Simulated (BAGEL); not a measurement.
**BHSeCl2 (SMILES ClB(Cl)[SeH]) at PBE0/cc-pVDZ (density fitting with qzvpp-jkfit)**

Aim: the energy change on altering one bond length of BHSeCl2 at PBE0/cc-pVDZ (density fitting with qzvpp-jkfit), from 2 runs. 

Program for the calculation: BAGEL 1.2.2.

3 further runs of the same task are left out: 1 that didn't finish, 2 set aside as unsound or not needed. Runs told in other sessions of the task aren't counted.

## 1. The system as given

BHSeCl2 has 5 atoms, charge 0, and is taken as a singlet. As SMILES, `ClB(Cl)[SeH]`. The shape is that of a PBE0-D4/def2-TZVP optimisation.

Bond lengths: Cl1–B2 1.744 Å, B2–Cl3 1.746 Å, B2–Se4 1.927 Å, Se4–H5 1.468 Å. Angles: Cl1–B2–Cl3 119.8°, Cl1–B2–Se4 122.8°, Cl3–B2–Se4 117.4°, B2–Se4–H5 95.0°.

## 2. A single-point energy at PBE0/cc-pVDZ (density fitting with qzvpp-jkfit)

Input file job.json:

```json
{ "bagel": [

{
  "title": "molecule",
  "basis": "cc-pvdz.json",
  "df_basis": "qzvpp-jkfit",
  "angstrom": true,
  "geometry": [
    { "atom": "Cl", "xyz": [       0.365300,       0.131400,       1.782000 ] },
    { "atom": "B", "xyz": [       0.312300,      -0.421300,       0.129200 ] },
    { "atom": "Cl", "xyz": [       1.157600,      -1.879500,      -0.325000 ] },
    { "atom": "Se", "xyz": [      -0.651400,       0.512100,      -1.253700 ] },
    { "atom": "H", "xyz": [      -1.134100,       1.583700,      -0.373900 ] }
  ]
},

{
  "title": "ks",
  "xc_func": "pbe0"
},

{
  "title": "print",
  "file": "orbitals.molden",
  "orbitals": true
}

]}
```

The basis set cc-pVDZ is read from a file made from the Basis Set Exchange's data (not shown).

Run with:

```console
$ BAGEL_NUM_THREADS=1 BAGEL job.json > job.out
```

The log of the run:

```text
* using 1 threads per process

  ===============================================================
  ===============================================================

  *** Geometry ***

  { "atom" : "Cl", "xyz" : [      0.690317,      0.248310,      3.367492 ] },
  { "atom" : "B", "xyz" : [      0.590161,     -0.796142,      0.244153 ] },
  { "atom" : "Cl", "xyz" : [      2.187547,     -3.551740,     -0.614161 ] },
  { "atom" : "Se", "xyz" : [     -1.230968,      0.967729,     -2.369150 ] },
  { "atom" : "H", "xyz" : [     -2.143138,      2.992759,     -0.706569 ] },

  Number of auxiliary basis functions:      615

  Since a DF basis is specified, we compute 2- and 3-index integrals:
    o Being stored without compression. Storage requirement is 0.033 GB

  Number of basis functions:       82
  Number of electrons      :       74

    * METHOD: MOLECULE                             0.41

  *** Kohn-Sham DFT ***

    * Removing 8756 points whose weight is below 1.00e-10
    * Grid points: 65774

  === Nuclear Repulsion ===
   359.6938846929

       - DIIS with orbital gradients will be used.

  === KS iteration (pbe0 / cc-pvdz.json) ===
      0      -3296.54038613          0.10787620           0.36
      1      -3002.76408424          0.20045719           0.35
      2      -3013.95222540          0.13944117           0.35
      3      -3311.61135827          0.10825055           0.35
      4      -3333.12033253          0.11323723           0.35
      5      -3345.39946717          0.03656230           0.35
      6      -3346.15957399          0.02838136           0.34
      7      -3346.83652209          0.00588071           0.34
      8      -3346.87238295          0.00269501           0.33
      9      -3346.87543929          0.00111381           0.34
     10      -3346.87660775          0.00024445           0.34
     11      -3346.87667907          0.00004798           0.35
     12      -3346.87668164          0.00001916           0.36
     13      -3346.87668191          0.00000155           0.36
     14      -3346.87668192          0.00000103           0.36
     15      -3346.87668192          0.00000023           0.35
     16      -3346.87668192          0.00000005           0.34
     17      -3346.87668192          0.00000002           0.35
     18      -3346.87668192          0.00000001           0.34
     19      -3346.87668192          0.00000000           0.34
    * SCF iteration converged.

    * Permanent dipole moment:
           (    0.251452,    -0.368333,     0.036123) a.u.

    * METHOD: KS                                   7.31

    * METHOD: PRINT                                0.02

  ===============================================================
```

Run time: 8.1 s. Hardware: 1 thread of Arm Neoverse V1, shared host; peak memory 0.33 GiB.

## 3. The distorted shape, same level

Input file job.json:

```json
{ "bagel" : [

{
  "title" : "molecule",
  "basis" : "cc-pvdz.json",
  "df_basis" : "qzvpp-jkfit",
  "angstrom" : "true",
  "geometry" : [
    { "atom" : "Cl", "xyz" : [       0.509874,      -0.008628,       1.989462 ] },
    { "atom" : "B", "xyz" : [       0.456874,      -0.561328,       0.336662 ] },
    { "atom" : "Cl", "xyz" : [       1.302174,      -2.019528,      -0.117538 ] },
    { "atom" : "Se", "xyz" : [      -0.651400,       0.512100,      -1.253700 ] },
    { "atom" : "H", "xyz" : [      -1.134100,       1.583700,      -0.373900 ] }
  ]
},

{ "title" : "ks", "xc_func" : "pbe0", "charge" : 0 },

{ "title" : "print", "file" : "orbitals.molden", "orbitals" : "true" }

]}
```

The basis set cc-pVDZ is read from a file made from the Basis Set Exchange's data (not shown).

Run with:

```console
$ BAGEL_NUM_THREADS=1 BAGEL job.json > job.out
```

The log of the run:

```text
* using 1 threads per process

  ===============================================================
  ===============================================================

  *** Geometry ***

  { "atom" : "Cl", "xyz" : [      0.963522,     -0.016305,      3.759538 ] },
  { "atom" : "B", "xyz" : [      0.863367,     -1.060756,      0.636199 ] },
  { "atom" : "Cl", "xyz" : [      2.460752,     -3.816355,     -0.222115 ] },
  { "atom" : "Se", "xyz" : [     -1.230968,      0.967729,     -2.369150 ] },
  { "atom" : "H", "xyz" : [     -2.143138,      2.992759,     -0.706569 ] },

  Number of auxiliary basis functions:      615

  Since a DF basis is specified, we compute 2- and 3-index integrals:
    o Being stored without compression. Storage requirement is 0.033 GB

  Number of basis functions:       82
  Number of electrons      :       74

    * METHOD: MOLECULE                             0.40

  *** Kohn-Sham DFT ***

    * Removing 8393 points whose weight is below 1.00e-10
    * Grid points: 66137

  === Nuclear Repulsion ===
   338.7651515017

       - DIIS with orbital gradients will be used.

  === KS iteration (pbe0 / cc-pvdz.json) ===
      0      -3300.70503869          0.10587003           0.38
      1      -3002.35318687          0.20077520           0.35
      2      -3074.86252464          0.07739053           0.35
      3      -3055.51615938          0.14375434           0.34
      4      -3168.64594952          0.11406915           0.34
      5      -3267.95812036          0.08360432           0.35
      6      -3326.52793489          0.08424551           0.35
      7      -3318.61024575          0.10635160           0.35
      8      -3272.14131561          0.07017032           0.35
      9      -3330.19918714          0.09841588           0.35
[... 42 lines of this table left out ...]
     52      -3346.85768487          0.00000021           0.34
     53      -3346.85768487          0.00000008           0.34
     54      -3346.85768487          0.00000002           0.34
     55      -3346.85768487          0.00000001           0.34
    * SCF iteration converged.

    * Permanent dipole moment:
           (    0.060711,    -0.174262,    -0.213357) a.u.

    * METHOD: KS                                  19.56

    * METHOD: PRINT                                0.02

  ===============================================================
```

It took 20 s on 1 thread of Arm Neoverse V1, shared host; peak memory 0.33 GiB.

## 4. Summary of results

Level: PBE0/cc-pVDZ (density fitting with qzvpp-jkfit).

| quantity | value |
| --- | --- |
| first shape: total energy | -3346.87668 Eh |
| first shape: dipole moment | 1.14 D |
| first shape: HOMO energy | -7.75 eV |
| first shape: LUMO energy | -1.24 eV |
| first shape: HOMO–LUMO gap | 6.50 eV |
| distorted shape: total energy | -3346.85768 Eh |
| distorted shape: dipole moment | 0.72 D |
| distorted shape: HOMO energy | -7.26 eV |
| distorted shape: LUMO energy | -1.63 eV |
| distorted shape: HOMO–LUMO gap | 5.63 eV |
| energy change with the B2–Se4 bond stretched from 1.927 to 2.216 Å | 0.517 eV |

In words: With the B2–Se4 bond stretched from 1.927 to 2.216 Å the energy rises by 0.52 eV (11.9 kcal/mol). The first shape isn't relaxed at this level, so the change isn't measured from a minimum.
